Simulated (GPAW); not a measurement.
Crystal: CuI.

```
Cu I
1.0
     0.00000    3.03150    3.03150
     3.03150    0.00000    3.03150
     3.03150    3.03150    0.00000
Cu I
1 1
Cartesian
  4.5473 4.5473 4.5473
  0.0000 0.0000 0.0000
```

Program: GPAW 26.7.0. Alike in all runs: no spin polarisation; cell as given; k mesh 7 × 7 × 7; cutoff (eV) 600; smearing fermi-dirac 0.05 eV.

Task: Order these runs on this cell by their band gap on the k mesh, lowest first.
A. level LDA; potentials or basis the program's PAW data sets (release 1.2.1) made for this functional, pw; band path GXWKGLUWLK,UX; band points 100
B. level TB-mBJ; potentials or basis GPAW PAW data sets for LDA (gpaw-data 1.2.1), pw
C. level GLLB-SC; potentials or basis the program's PAW data sets (release 1.2.1) made for this functional, pw

Result: A (0.96 eV), C (1.78 eV), B (2.18 eV).

Caveats: spin-orbit coupling is left out, which moves the levels of the heavy elements; a model potential gives levels but no total energy (some runs).
